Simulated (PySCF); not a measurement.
**[Yb(NH3)3]2+: how tightly the ligands are held**

What does it cost to pull a ligand from [Yb(NH3)3]2+? The structure is generated, not taken from experiment.

The runs use PySCF 2.14.0; PBE0, Yb lcecp-0-SVP with ECP60, N def2-SVP, H def2-SVP; scalar-relativistic core potentials, no spin–orbit coupling.

1 further run of the same task is left out (for a known fault of the program).

**1. Where the work starts**

13 atoms, charge 2, spin multiplicity 1.

Bond lengths: Yb1–N2 2.569 Å, Yb1–N6 2.569 Å, Yb1–N10 2.569 Å, N2–H3 1.027 Å, N2–H4 1.027 Å, N2–H5 1.027 Å, N6–H7 1.027 Å, N6–H8 1.027 Å, N6–H9 1.027 Å, N10–H11 1.027 Å, N10–H12 1.027 Å, N10–H13 1.027 Å. Angles: N2–Yb1–N6 120.0°, N2–Yb1–N10 120.0°, N6–Yb1–N10 120.0°, Yb1–N2–H3 115.0°, Yb1–N2–H4 115.0°, Yb1–N2–H5 115.0°, H3–N2–H4 103.5°, H3–N2–H5 103.5°, H4–N2–H5 103.5°, Yb1–N6–H7 115.0°, Yb1–N6–H8 115.0°, Yb1–N6–H9 115.0°, H7–N6–H8 103.5°, H7–N6–H9 103.5°, H8–N6–H9 103.5°, Yb1–N10–H11 115.0°, Yb1–N10–H12 115.0°, Yb1–N10–H13 115.0° and more.

Coordinates:

```xyz
13
charge 2, multiplicity 1
Yb    0.0000    0.0000    0.0000
N     2.5693    0.0001    0.0000
H     3.0028   -0.4657    0.8066
H     3.0028   -0.4657   -0.8066
H     3.0029    0.9313    0.0000
N    -1.2847    2.2250    0.0000
H    -1.0981    2.8333    0.8066
H    -1.0981    2.8333   -0.8066
H    -2.3080    2.1349    0.0000
N    -1.2846   -2.2251    0.0000
H    -1.9047   -2.3676    0.8066
H    -1.9047   -2.3676   -0.8066
H    -0.6949   -3.0662    0.0000
```

Formal oxidation states: Yb +2. Each metal's 14 4f electrons lie in its core potential, so multiplicities, spins and levels count the valence alone. An earlier session relaxed this geometry at PBE0, Yb lcecp-0-SVP with ECP60, N def2-SVP, H def2-SVP (singlet, point group C3h).

**2. NH3 taken off**

The ligand (atoms 2, 3, 4, 5) keeps its formal charge and a closed shell where it can; ligand and rest are solved at the complex's geometry, in vacuum, with the settings of the relaxation.

| part | charge | state | energy (Eh) |
| --- | --- | --- | --- |
| complex | 2 | singlet | -201.905474 |
| ligand | 0 | singlet | -56.440537 |
| rest | 2 | singlet | -145.384023 |

Wall time 1.1 s (2 threads of Arm Neoverse V2, shared host).

**3. Rigid scan of NH3**

Atoms 2, 3, 4, 5 move together along the line from atom 1; the distance is to the donor, the donors' midpoint or the ring centre. Each point starts from the density of the one before.

| distance (Å) | energy from the relaxed point (eV) |
| --- | --- |
| 2.27 | 0.306 |
| 2.37 | 0.118 |
| 2.47 | 0.026 |
| 2.57 | 0.000 |
| 2.67 | 0.020 |
| 2.77 | 0.071 |
| 2.97 | 0.225 |
| 3.27 | 0.500 |
| 3.67 | 0.849 |
| 4.17 | 1.198 |

Wall time 28 s (2 threads of Arm Neoverse V2, shared host).

**4. Outcome**

```
                    quantity      value
              taking off NH3    2.20 eV
stiffness of the NH3 contact  4.6 eV/Å²
```

What this shows: Taking off NH3 as a fragment of charge +0 costs 2.20 eV. Near 2.57 Å the NH3 contact has a stiffness of about 4.6 eV/Å², and the energy stands 1.20 eV higher at 4.17 Å. No counterpoise correction is made, and the parts aren't relaxed; each of these makes the binding look larger. These are double-zeta-type bases without diffuse functions. Spin–orbit coupling is left out.
